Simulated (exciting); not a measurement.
Here is an exciting (release sodium) calculation.

input.xml

```xml
<input>
  <title>Y2I</title>
  <structure speciespath="./" tshift="false">
    <crystal scale="1">
      <basevect>10.684485543797 0.000000000000 0.000000000000</basevect>
      <basevect>-5.342242771899 9.253035900100 0.000000000000</basevect>
      <basevect>0.000000000000 0.000000000000 7.302476203399</basevect>
    </crystal>
    <species speciesfile="Y.xml" rmt="2.3">
      <atom coord="0.333333330000 0.666666670000 0.803725060000"/>
      <atom coord="0.666666670000 0.333333330000 0.803725060000"/>
    </species>
    <species speciesfile="I.xml" rmt="2.3">
      <atom coord="0.000000000000 0.000000000000 0.103119390000"/>
    </species>
  </structure>
  <groundstate do="fromscratch" ngridk="6 6 7" rgkmax="9" gmaxvr="14" lmaxapw="10" lmaxmat="10" lmaxvr="8" xctype="GGA_PBE" stype="Fermi Dirac" swidth="0.00183747" nempty="20" ValenceRelativity="iora*" epsengy="1e-05" epspot="1e-05" maxscl="60" tforce="true" outputlevel="normal"/>
</input>
```

Potentials or basis: all-electron LAPW+lo, shipped species files, valence relativity iora*.

The run is started by

```sh
$ OMP_NUM_THREADS=1 exciting_smp
```

Task: Estimate the band gap on the k mesh.

Result: None (metal or under the smearing width).

Task: Estimate the largest force.

Result: 0.573 eV/Å.

Forces in eV/Å, atoms in the order of the input:
```
Y    0.000  0.000  0.287
Y    0.000  0.000  0.287
I    0.000  0.000 -0.573
```

Caveat: the log's total energy holds no entropy term; the free energy is that total less TS from the occupations; an odd number of electrons without spin polarisation forces a metal; a magnetic or distorted state may lie lower. Spin-orbit coupling is left out, which matters for the levels of I.
